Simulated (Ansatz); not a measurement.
# NdBAu2: the cost of one run

Method: DFT PBE, scalar-relativistic, plane waves, PAW; 4f electrons in the core of a trivalent norm-conserving potential, in Ansatz 0.2.0.

**1. The system as given**

Symmetry: P4/mmm, No. 123, tetragonal system. Conventional cell: a = 3.883 Å, b = 3.883 Å, c = 5.277 Å, α = 90.00°, β = 90.00°, γ = 90.00°. Nd (site symmetry 4/mmm) is surrounded by 6 Au at 2.64 to 2.75 Å. B (site symmetry 4/mmm) has 6 Au at 2.64 to 2.75 Å in its first shell of neighbours. Around Au (site symmetry 4/mmm) lie 2 Nd at 2.64 Å and 4 B at 2.75 Å. Au (site symmetry 4/mmm) is surrounded by 2 B at 2.64 Å and 4 Nd at 2.75 Å.

Structure file:

```xyz
4
Lattice="3.8827 0.0000 0.0000 0.0000 3.8827 0.0000 0.0000 0.0000 5.2773" Properties=species:S:1:pos:R:3 pbc="T T T"
Nd    0.0000    0.0000    0.0000
B     1.9413    1.9413    2.6386
Au    0.0000    0.0000    2.6386
Au    1.9413    1.9413    0.0000
```

A structure generator made this guess: species swapped into a database cell of LiNdS2 (P4/mmm, No. 123), with Nd on the Li sites, B on the Nd sites and Au on the S sites. Lengths come from tabulated atomic sizes and are only a guess.

**2. Probe: one point on a coarse mesh**

Input file input.yaml:

```yaml
crystal:
  lattice:
    - [3.88265863, 0.0, 0.0]
    - [0.0, 3.88265863, 0.0]
    - [0.0, 0.0, 5.27726967]
  atoms:
    - { symbol: Nd, position: [0.0, 0.0, 0.0] }
    - { symbol: B, position: [0.5, 0.5, 0.5] }
    - { symbol: Au, position: [0.0, 0.0, 0.5] }
    - { symbol: Au, position: [0.5, 0.5, 0.0] }
basis:
  ecutwfc: 660
kpoints:
  mp_grid: { grid: [4, 4, 4] }
hamiltonian:
  xc: pbe
  pseudopotentials:
    kind: paw
    azcp: { Nd: "pseudopotentials/pbe/nc/lanthanide_3plus/Nd.nc.azcp" }
scf:
  occupations: { method: gaussian, width: 0.1 }
  lower_state_search: "off"
output:
  forces: true
  stress: true
  eigenvalues: true
```

Command:

```bash
> ansatz run input.yaml --threads 1 --pin off --max-ram 2560MiB --backend cpu --events-out ev --progress --plain --runs-dir out
```

Q: Estimate wall time and peak memory on 1 thread of Arm Neoverse V1, shared host.

About 6 s, with a peak of 0.37 GiB.
